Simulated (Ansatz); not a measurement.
# AlGeH4NO: up Jacob's ladder to CCSD(T)

An exercise on one series of results from a longer session: the logs are not shown, and one member is left open.

The runs use Ansatz 0.2.0, Gaussian basis; functionals in def2-TZVPP, the program's frozen cores in correlated methods.

Plan: LDA (SPW92), PBE-D4, revPBE-D4, BLYP-D4, r2SCAN-D4, B97M-V, PBE0-D4, B3LYP-D4, r2SCANh-D4, r2SCAN0-D4, HSE06-D4, BHLYP-D4, CAM-B3LYP-D4, LC-ωPBE, ωB97X-V, ωB97M-V, B2PLYP, PBE-QIDH; CCSD(T)/def2-SVP; CCSD(T)/def2-TZVPP; MP2/def2-QZVPP; extrapolation to the limit; RPA on PBE.

## The relaxed structure

An earlier PBE0-D4 in a triple-zeta def2 set relaxation fixed the geometry.

SMILES `[NH2][Al]1[O][GeH2]1`, 8 atoms, charge 0, spin multiplicity 1.

Atoms are counted from 1 here; the program's logs count them from 0.

Bond lengths: N1–Al2 1.753 Å, N1–H5 1.008 Å, N1–H6 1.006 Å, Al2–O3 1.703 Å, Al2–Ge4 2.320 Å, O3–Ge4 1.877 Å, Ge4–H7 1.545 Å, Ge4–H8 1.545 Å. Angles: Al2–N1–H5 124.7°, Al2–N1–H6 124.6°, H5–N1–H6 110.7°, N1–Al2–O3 138.4°, N1–Al2–Ge4 168.6°, O3–Al2–Ge4 53.0°, Al2–O3–Ge4 80.6°, Al2–Ge4–O3 46.4°, Al2–Ge4–H7 125.9°, Al2–Ge4–H8 125.9°, O3–Ge4–H7 110.3°, O3–Ge4–H8 110.3°, H7–Ge4–H8 107.4°.

The first run:

in.yaml reads:

```yaml
crystal:
  periodic: [false, false, false]
  atoms:
    - {symbol: N, position_ang: [-0.813823, 1.982214, -0.419702]}
    - {symbol: Al, position_ang: [-0.130828, 0.407182, -0.067008]}
    - {symbol: O, position_ang: [1.100682, -0.259858, 0.902314]}
    - {symbol: Ge, position_ang: [0.457736, -1.830309, 0.101229]}
    - {symbol: H, position_ang: [-0.498559, 2.848303, -0.012389]}
    - {symbol: H, position_ang: [-1.575235, 2.145554, -1.057341]}
    - {symbol: H, position_ang: [1.588085, -2.531762, -0.683922]}
    - {symbol: H, position_ang: [-0.035857, -2.818526, 1.181018]}
basis:
  gaussian: {orbitals: def2-TZVPP}
hamiltonian: {xc: lda}
output: {orbitals: {seedname: orbitals}}
```

Launch:

```sh
$ ansatz run in.yaml --threads 2 --pin off --events-out ev --progress --plain --max-ram 4352MiB
```

Among the steps run: LDA; PBE-D4 (GGA); revPBE-D4 (GGA); BLYP-D4 (GGA); r2SCAN-D4 (meta-GGA); B97M-V (meta-GGA); B3LYP-D4 (hybrid); r2SCANh-D4 (hybrid); r2SCAN0-D4 (hybrid); HSE06-D4 (hybrid); BHLYP-D4 (hybrid); CAM-B3LYP-D4 (range-separated); LC-ωPBE (range-separated); ωB97X-V (range-separated); ωB97M-V (range-separated); B2PLYP (double hybrid); PBE-QIDH (double hybrid).

One of the session's tables, all rows but one given; the rest of the session is left out.

It belongs to the step «Frontier levels by functional». 

| functional | HOMO (eV) | LUMO (eV) | gap (eV) |
| --- | --- | --- | --- |
| LDA (SPW92) | -5.42 | -2.34 | 3.07 |
| PBE-D4 | -5.27 | -2.12 | 3.14 |
| revPBE-D4 | -5.21 | -2.02 | 3.19 |
| BLYP-D4 | -5.15 | -2.05 | 3.09 |
| r2SCAN-D4 | -5.47 | -1.84 | 3.63 |
| B97M-V | -5.51 | -1.95 | 3.56 |
| PBE0-D4 | -6.33 | -1.33 | 5.00 |
| B3LYP-D4 | ? | ? | ? |
| r2SCANh-D4 | -5.87 | -1.57 | 4.30 |
| r2SCAN0-D4 | -6.47 | -1.18 | 5.29 |
| HSE06-D4 | -5.94 | -1.70 | 4.24 |
| BHLYP-D4 | -7.29 | -0.55 | 6.74 |
| CAM-B3LYP-D4 | -7.58 | -0.42 | 7.16 |
| LC-ωPBE | -8.78 | 0.75 | 9.53 |
| ωB97X-V | -8.51 | 0.60 | 9.11 |
| ωB97M-V | -8.36 | 0.31 | 8.68 |

Estimate the missing values for B3LYP-D4.

Worked estimate for «HOMO (eV)». Against the share of exact exchange, BLYP-D4 (0, -5.15), BHLYP-D4 (0.5, -7.29) give a slope of -4.28 per unit share; at 0.2 the line stands at -6.01.

**Answer.** HOMO (eV): -6.16; LUMO (eV): -1.59; gap (eV): 4.57. In «HOMO (eV)» the line misses by +0.15.
